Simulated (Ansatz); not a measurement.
# C3H10FHfNO2: one species, many methods

An exercise on one series of results from a longer session: the logs are not shown, and one member is left open.

Program: Ansatz 0.2.0, Gaussian basis. Level of theory: functionals in def2-TZVPP, the program's frozen cores in correlated methods. These are calculated values, not measurements.

Levels to be run: LDA (SPW92), PBE-D4, revPBE-D4, BLYP-D4, r2SCAN-D4, B97M-V, PBE0-D4, B3LYP-D4, r2SCANh-D4, r2SCAN0-D4, HSE06-D4, BHLYP-D4, CAM-B3LYP-D4, LC-ωPBE, ωB97X-V, ωB97M-V, B2PLYP, PBE-QIDH; CCSD(T)/def2-SVP; CCSD(T)/def2-TZVPP; MP2/def2-QZVPP; extrapolation to the limit; RPA on PBE.

1 further run of the same task is left out (for a known fault of the program).

### Structure used throughout

All runs share one geometry, relaxed beforehand with PBE0-D4 in a triple-zeta def2 set. Hf takes the def2 core potential; no spin-orbit term is included.

SMILES `CC[N](C)[Hf]([OH])([OH])[F]`, 18 atoms, charge 0, spin multiplicity 1.

Atoms are counted from 1 here; the program's logs count them from 0.

Bond lengths: C1–C2 1.522 Å, C1–H9 1.093 Å, C1–H10 1.092 Å, C1–H11 1.093 Å, C2–N3 1.448 Å, C2–H12 1.101 Å, C2–H13 1.094 Å, N3–C4 1.446 Å, N3–Hf5 2.026 Å, C4–H14 1.097 Å, C4–H15 1.098 Å, C4–H16 1.099 Å, Hf5–O6 1.931 Å, Hf5–O7 1.935 Å, Hf5–F8 1.931 Å, O6–H17 0.952 Å, O7–H18 0.952 Å. Angles: C2–C1–H9 110.6°, C2–C1–H10 111.8°, C2–C1–H11 110.5°, H9–C1–H10 108.1°, H9–C1–H11 108.3°, H10–C1–H11 107.5°, C1–C2–N3 114.3°, C1–C2–H12 109.1°, C1–C2–H13 109.0°, N3–C2–H12 109.4°, N3–C2–H13 108.3°, H12–C2–H13 106.3°, C2–N3–C4 114.3°, C2–N3–Hf5 128.7°, C4–N3–Hf5 116.9°, N3–C4–H14 110.8°, N3–C4–H15 113.1°, N3–C4–H16 111.4° and more.

Set-up of the first run:

Contents of in.yaml:

```yaml
crystal:
  periodic: [false, false, false]
  atoms:
    - {symbol: C, position_ang: [2.048471, -0.577341, 0.809689]}
    - {symbol: C, position_ang: [0.571220, -0.538966, 1.173394]}
    - {symbol: N, position_ang: [-0.317514, -0.380602, 0.041603]}
    - {symbol: C, position_ang: [-0.385841, -1.533730, -0.828498]}
    - {symbol: Hf, position_ang: [-1.475815, 1.208158, -0.447803]}
    - {symbol: O, position_ang: [-1.348458, 2.446632, 1.027608]}
    - {symbol: O, position_ang: [-0.885237, 1.981084, -2.120501]}
    - {symbol: F, position_ang: [-3.267080, 0.542067, -0.725471]}
    - {symbol: H, position_ang: [2.342465, 0.341561, 0.296306]}
    - {symbol: H, position_ang: [2.283948, -1.420209, 0.156280]}
    - {symbol: H, position_ang: [2.660877, -0.677977, 1.709369]}
    - {symbol: H, position_ang: [0.309237, -1.460083, 1.717611]}
    - {symbol: H, position_ang: [0.395877, 0.288995, 1.867230]}
    - {symbol: H, position_ang: [-1.146567, -1.391096, -1.606143]}
    - {symbol: H, position_ang: [0.560442, -1.738842, -1.345415]}
    - {symbol: H, position_ang: [-0.669761, -2.438856, -0.272852]}
    - {symbol: H, position_ang: [-1.351100, 3.306951, 1.434970]}
    - {symbol: H, position_ang: [-0.325144, 2.042263, -2.887369]}
basis:
  gaussian: {orbitals: def2-TZVPP}
hamiltonian: {xc: lda}
output: {orbitals: {seedname: orbitals}}
```

The run is started by

```console
$ ansatz run in.yaml --threads 4 --pin off --events-out ev --progress --plain --max-ram 41984MiB --backend cuda --devices 0, --max-vram 37GiB
```

Among the steps run: LDA; PBE-D4 (GGA); revPBE-D4 (GGA); BLYP-D4 (GGA); r2SCAN-D4 (meta-GGA); B97M-V (meta-GGA); B3LYP-D4 (hybrid); r2SCANh-D4 (hybrid); r2SCAN0-D4 (hybrid); HSE06-D4 (hybrid); BHLYP-D4 (hybrid); CAM-B3LYP-D4 (range-separated); LC-ωPBE (range-separated); ωB97X-V (range-separated); ωB97M-V (range-separated); B2PLYP (double hybrid); PBE-QIDH (double hybrid).

One table of the session follows, with a row left open; its other results are not shown here.

It belongs to the step «Frontier levels by functional». 

```
  functional  HOMO (eV)  gap (eV)
 LDA (SPW92)      -5.26      4.32
      PBE-D4      -5.10      4.35
   revPBE-D4      -5.03      4.38
     BLYP-D4      -4.99      4.23
   r2SCAN-D4      -5.32      5.12
      B97M-V      -5.44      4.73
     PBE0-D4          ?         ?
    B3LYP-D4      -6.17      5.83
  r2SCANh-D4      -5.80      5.81
  r2SCAN0-D4      -6.53      6.84
    HSE06-D4      -5.97      5.60
    BHLYP-D4      -7.58      8.06
CAM-B3LYP-D4      -7.72      8.35
     LC-ωPBE      -9.02     10.81
     ωB97X-V      -8.71     10.29
     ωB97M-V      -8.63      9.73
```

**Question.** Estimate the row for PBE0-D4.

**Answer.** HOMO (eV): -6.37; gap (eV): 6.34. In the column «HOMO (eV)» it lies between r2SCAN0-D4 (-6.53) and B3LYP-D4 (-6.17).
